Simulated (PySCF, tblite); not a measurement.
**H9NOSi3, a small molecule taken as a stand-in for a surface group (silicon nitride N site): NMR shifts, core binding energies and electronic excitations, part 1 of 2**

Aim: the NMR shifts, core binding energies and electronic excitations of `[SiH3]ON([SiH3])[SiH3]`.

Computed with tblite 0.8.0 and PySCF 2.14.0; each step states its level. No surroundings beyond the atoms listed, unless a continuum is named. Atoms count from 0, parts from 1.

### 1 Starting point

14 atoms, charge 0, multiplicity 1; geometry: distance geometry start.

### 2 Relaxing the cluster with GFN2-xTB

What the job is given:

```
{"job": {"kind": "relax", "xc": "GFN2-xTB", "basis": "xTB"}, "charge": 0, "multiplicity": 1}
Si    -0.998060     1.323169     0.349753
N     -0.194592    -0.106144    -0.414670
Si    -1.400324    -1.460236    -0.487795
O      0.761764    -0.501931     0.427270
Si     2.293757     0.116635     0.036649
H     -2.025972     1.930654    -0.483417
H      0.081075     2.359800     0.533665
H     -1.472755     0.937441     1.700530
H     -1.802787    -1.785318     0.858931
H     -2.644549    -1.085360    -1.196214
H     -0.737289    -2.622883    -1.105034
H      2.777147    -0.498237    -1.216736
H      3.258883    -0.199689     1.099675
H      2.152685     1.569982    -0.102395
```

With the program's defaults for keys left out, this is: GFN2-xTB geometry optimisation, gas phase.

Started as:

```bash
$ OMP_NUM_THREADS=1 python cluster_run.py task.json out
```

This one command runs all jobs of the session in turn.

The log of the run:

```text
step      E/eV     max force
  0    -456.94833    5.321
  1    -457.32800    1.035
  2    -457.36617    0.829
  3    -457.43508    0.587
  4    -457.46033    0.550
  5    -457.51464    0.598
  6    -457.54388    0.591
  7    -457.58393    0.455
  8    -457.60514    0.368
  9    -457.62815    0.367
 10    -457.64349    0.370
 11    -457.66103    0.324
 12    -457.67797    0.309
 13    -457.68718    0.183
 14    -457.69162    0.172
 15    -457.69715    0.196
 16    -457.70501    0.275
 17    -457.71376    0.293
 18    -457.72070    0.200
 19    -457.72518    0.131
 20    -457.72809    0.118
 21    -457.73092    0.138
 22    -457.73475    0.171
 23    -457.73925    0.204
 24    -457.74390    0.183
 25    -457.74794    0.177
 26    -457.75092    0.179
 27    -457.75371    0.153
 28    -457.75726    0.174
 29    -457.76129    0.185
 30    -457.76526    0.171
 31    -457.76860    0.170
 32    -457.77127    0.145
 33    -457.77422    0.191
 34    -457.77889    0.219
 35    -457.78577    0.246
 36    -457.79267    0.189
 37    -457.79622    0.111
 38    -457.79752    0.080
 39    -457.79826    0.092
 40    -457.79904    0.101
 41    -457.80005    0.088
 42    -457.80125    0.061
 43    -457.80154    0.042
 44    -457.80171    0.025
 45    -457.80185    0.027
 46    -457.80202    0.039
 47    -457.80217    0.045
 48    -457.80231    0.038
 49    -457.80245    0.029
 50    -457.80260    0.039
 51    -457.80276    0.047
 52    -457.80294    0.038
 53    -457.80317    0.054
 54    -457.80355    0.082
 55    -457.80419    0.104
 56    -457.80511    0.123
 57    -457.80598    0.098
 58    -457.80649    0.038
 59    -457.80672    0.044
 60    -457.80694    0.053
 61    -457.80727    0.052
 62    -457.80765    0.044
 63    -457.80796    0.027
 64    -457.80814    0.026
 65    -457.80825    0.025
 66    -457.80834    0.024
 67    -457.80847    0.023
 68    -457.80866    0.034
 69    -457.80894    0.049
 70    -457.80927    0.044
 71    -457.80956    0.043
 72    -457.80977    0.029
 73    -457.80993    0.036
 74    -457.81008    0.044
 75    -457.81027    0.038
 76    -457.81050    0.038
 77    -457.81073    0.033
 78    -457.81099    0.036
 79    -457.81124    0.041
 80    -457.81142    0.030
 81    -457.81151    0.032
 82    -457.81171    0.038
 83    -457.81194    0.046
 84    -457.81224    0.052
 85    -457.81253    0.047
 86    -457.81277    0.039
 87    -457.81294    0.027
 88    -457.81308    0.025
 89    -457.81319    0.028
 90    -457.81326    0.028
 91    -457.81332    0.022
 92    -457.81336    0.017
 93    -457.81341    0.018
 94    -457.81348    0.021
 95    -457.81354    0.025
 96    -457.81362    0.027
 97    -457.81370    0.026
 98    -457.81378    0.032
 99    -457.81384    0.031
100    -457.81389    0.020
101    -457.81392    0.013
102    -457.81394    0.012
103    -457.81396    0.012
104    -457.81398    0.013
105    -457.81400    0.010
106    -457.81401    0.011
107    -457.81402    0.010
108    -457.81403    0.007
```

Wall time 2.2 s (1 thread of Arm Neoverse V2, shared host).

Relaxation path:

```csv
step,energy from step 0 (eV),largest force (eV/Å)
0,0.0000,5.3206
4,-0.5120,0.5500
8,-0.6568,0.3683
12,-0.7296,0.3091
16,-0.7567,0.2746
20,-0.7798,0.1180
24,-0.7956,0.1838
28,-0.8089,0.1737
32,-0.8229,0.1450
36,-0.8443,0.1889
40,-0.8507,0.1011
44,-0.8534,0.0256
48,-0.8540,0.0381
52,-0.8546,0.0380
56,-0.8568,0.1226
60,-0.8586,0.0526
64,-0.8598,0.0257
68,-0.8603,0.0345
72,-0.8614,0.0291
76,-0.8622,0.0385
80,-0.8631,0.0295
84,-0.8639,0.0520
88,-0.8648,0.0255
92,-0.8650,0.0164
96,-0.8653,0.0268
100,-0.8656,0.0200
104,-0.8657,0.0124
108,-0.8657,0.0064
```

Close pairs (by a distance rule), those that changed most:

```csv
bond,before (Å),after (Å),change (Å)
N1–O3,1.334,1.428,+0.094
N1–Si2,1.815,1.736,-0.079
Si0–N1,1.809,1.735,-0.074
O3–Si4,1.698,1.629,-0.069
Si0–H6,1.508,1.465,-0.043
Si2–H8,1.443,1.465,+0.023
Si2–H9,1.480,1.459,-0.021
Si0–H7,1.483,1.465,-0.018
```

### 3 Optimising the geometry at PBE0-D3(BJ)/def2-SVP

What the job is given:

```
{"job": {"xc": "PBE0", "basis": "def2-SVP", "d3": "d3bj", "grid": 2, "kind": "geom", "shake": 0.01}, "charge": 0, "multiplicity": 1}
Si    -1.105578     1.526017     0.485412
N     -0.510926    -0.022876     0.076956
Si    -1.227039    -1.481160    -0.552557
O      0.782016    -0.271669     0.710095
Si     2.211402    -0.066776     0.025375
H     -2.356837     1.645918    -0.304163
H     -0.110427     2.528145     0.062618
H     -1.347953     1.671764     1.917139
H     -1.487934    -2.422117     0.556700
H     -2.419140    -1.021206    -1.206689
H     -0.237193    -2.055555    -1.461732
H      2.412586    -0.881673    -1.153424
H      2.945774    -0.502447     1.181581
H      2.444772     1.339028    -0.322901
```

The log of the run:

```text
step   0  E = -1002.94123939  max force = 0.080217
step   1  E = -1002.95815532  max force = 0.006081
step   2  E = -1002.95866216  max force = 0.002993
step   3  E = -1002.95896986  max force = 0.003563
step   4  E = -1002.95910831  max force = 0.002815
step   5  E = -1002.95926001  max force = 0.001278
step   6  E = -1002.95937391  max force = 0.001997
step   7  E = -1002.95946793  max force = 0.001742
step   8  E = -1002.95950523  max force = 0.000767
step   9  E = -1002.95951247  max force = 0.000210
optimisation converged
```

Wall time 71 s (1 thread of Arm Neoverse V2, shared host); peak memory 0.7 GiB.

The steps of the relaxation:

```csv
step,energy from step 0 (eV),largest force component (eV/Å)
0,0.0000,4.1249
1,-0.4603,0.3127
2,-0.4741,0.1539
3,-0.4825,0.1832
4,-0.4862,0.1448
5,-0.4904,0.0657
6,-0.4935,0.1027
7,-0.4960,0.0896
8,-0.4970,0.0394
9,-0.4972,0.0108
```

Close pairs (by a distance rule), those that changed most:

```csv
bond,before (Å),after (Å),change (Å)
O3–Si4,1.598,1.699,+0.101
Si2–H9,1.435,1.492,+0.056
Si0–N1,1.709,1.762,+0.053
Si4–H12,1.437,1.489,+0.052
Si4–H11,1.447,1.491,+0.044
Si0–H7,1.459,1.495,+0.035
Si2–H10,1.462,1.491,+0.029
Si4–H13,1.467,1.491,+0.024
```

The end geometry stands in the next job.

```csv
at the end point,value
point group (found at 0.08 Å tolerance),Cs
"rotational constants (GHz, main isotopes)","2.680, 1.839, 1.192"
dipole moment (D),0.76
```

### 4 Shielding tensors: PBE0/pcSseg-1

What the job is given:

```
{"job": {"kind": "nmr", "xc": "PBE0", "basis": "pcSseg-1"}, "charge": 0, "multiplicity": 1}
Si    -1.096387     1.535905     0.479229
N     -0.359782     0.014322    -0.017286
Si    -1.174350    -1.455553    -0.547055
O      0.725874    -0.319229     0.872499
Si     2.190924    -0.074024     0.048474
H     -2.195146     1.792844    -0.496191
H     -0.067084     2.612678     0.418887
H     -1.649044     1.477232     1.866680
H     -1.744494    -2.234770     0.593775
H     -2.268867    -1.008045    -1.456204
H     -0.195720    -2.314445    -1.273047
H      2.264932    -0.956723    -1.150724
H      3.241028    -0.437890     1.039757
H      2.321010     1.352944    -0.363082
```

With the program's defaults for keys left out, this is: GIAO PBE0/pcSseg-1 NMR shielding, non-relativistic, gas phase.

The log of the run:

```text
coarse grid: 12600 points
cycle   1  E = -1003.1924204559  dE =  2.675e-02  |g| = 5.321e-01  |ddm| = 3.319e+00
cycle   2  E = -1003.1023285484  dE =  9.009e-02  |g| = 8.683e-01  |ddm| = 1.106e+00
cycle   3  E = -1003.2435464661  dE = -1.412e-01  |g| = 9.314e-02  |ddm| = 7.665e-01
cycle   4  E = -1003.2449247830  dE = -1.378e-03  |g| = 3.230e-02  |ddm| = 7.583e-02
cycle   5  E = -1003.2450849063  dE = -1.601e-04  |g| = 1.538e-02  |ddm| = 3.458e-02
cycle   6  E = -1003.2451352913  dE = -5.039e-05  |g| = 1.273e-03  |ddm| = 1.433e-02
cycle   7  E = -1003.2451357215  dE = -4.301e-07  |g| = 2.103e-04  |ddm| = 1.825e-03
final grid: 106328 points
cycle   8  E = -1003.2805657426  dE = -5.347e-06  |g| = 7.929e-03  |ddm| = 1.345e-02
cycle   9  E = -1003.2805391678  dE =  2.657e-05  |g| = 1.447e-02  |ddm| = 1.312e-02
cycle  10  E = -1003.2805765104  dE = -3.734e-05  |g| = 3.393e-04  |ddm| = 8.801e-03
cycle  11  E = -1003.2805765348  dE = -2.440e-08  |g| = 5.661e-05  |ddm| = 4.083e-04
cycle  12  E = -1003.2805765357  dE = -8.922e-10  |g| = 1.973e-05  |ddm| = 9.388e-05
converged SCF energy = -1003.2805765357

GIAO shielding tensors (ppm)
atom      isotropic    diamagn.    paramagn.     s11        s22        s33       span
  0 Si     401.003     879.340    -478.338    350.456    384.717    467.836    117.380
  1 N      143.521     322.318    -178.797     32.605     94.904    303.053    270.448
  2 Si     400.981     879.339    -478.358    350.423    384.774    467.746    117.322
  3 O      264.762     392.008    -127.246    187.146    239.206    367.936    180.790
  4 Si     380.168     879.059    -498.891    331.242    348.045    461.217    129.975
  5 H       26.661      29.065      -2.404     23.298     25.290     31.393      8.095
  6 H       26.426      29.294      -2.868     22.504     25.937     30.839      8.335
  7 H       26.492      28.505      -2.014     23.038     24.726     31.711      8.673
  8 H       26.491      28.504      -2.013     23.037     24.727     31.710      8.673
  9 H       26.660      29.063      -2.403     23.298     25.291     31.391      8.093
 10 H       26.425      29.292      -2.867     22.502     25.934     30.840      8.339
 11 H       26.446      29.470      -3.025     22.750     25.890     30.696      7.945
 12 H       26.514      28.543      -2.029     23.330     24.329     31.883      8.553
 13 H       26.446      29.475      -3.028     22.753     25.897     30.689      7.936
```

Wall time 11 s (1 thread of Arm Neoverse V2, shared host); peak memory 0.85 GiB.

Shifts follow as δ = σ(reference) − σ, with reference shieldings (ppm) from runs at the same level and on the same kind of geometry: $^{1}$H TMS 31.27, $^{29}$Si TMS 352.0, $^{15}$N NH3 265.7, $^{17}$O H2O 334.6. The references are single molecules in the gas phase, so shifts against H2O, NH3, PH3, H3PO4 or CFCl3 are not on the usual liquid scales and can be off by tens of ppm. Atoms listed in one row are averaged.

```csv
atoms,environment,σ (ppm),δ (ppm)
"H6, H10",hydrogen on a silicon bonded to N,26.43,4.84
"H11, H13",hydrogen on a silicon bonded to O,26.45,4.82
"H7, H8",hydrogen on a silicon bonded to N,26.49,4.78
H12,hydrogen on a silicon bonded to O,26.51,4.75
"H5, H9",hydrogen on a silicon bonded to N,26.66,4.61
Si4,"silicon bonded to O, 3 H",380.2,-28.2
"Si0, Si2","silicon bonded to N, 3 H",401.0,-49.0
N1,"nitrogen bonded to O, 2 Si",143.5,122.2
O3,"oxygen bonded to N, Si",264.8,69.8
```

The run also stored atomic charges by several schemes (e):

```csv
atoms,Mulliken,IAO,Hirshfeld,ESP fit
"Si0, Si2",0.65,0.72,0.34,0.42
N1,-0.63,-0.61,-0.20,-0.37
O3,-0.52,-0.56,-0.19,-0.27
Si4,0.71,0.84,0.37,0.53
```

Mayer bond orders: Si0–N1 0.86, N1–Si2 0.86, N1–O3 0.85, O3–Si4 0.86.

(Continued in part 2 of 2.)
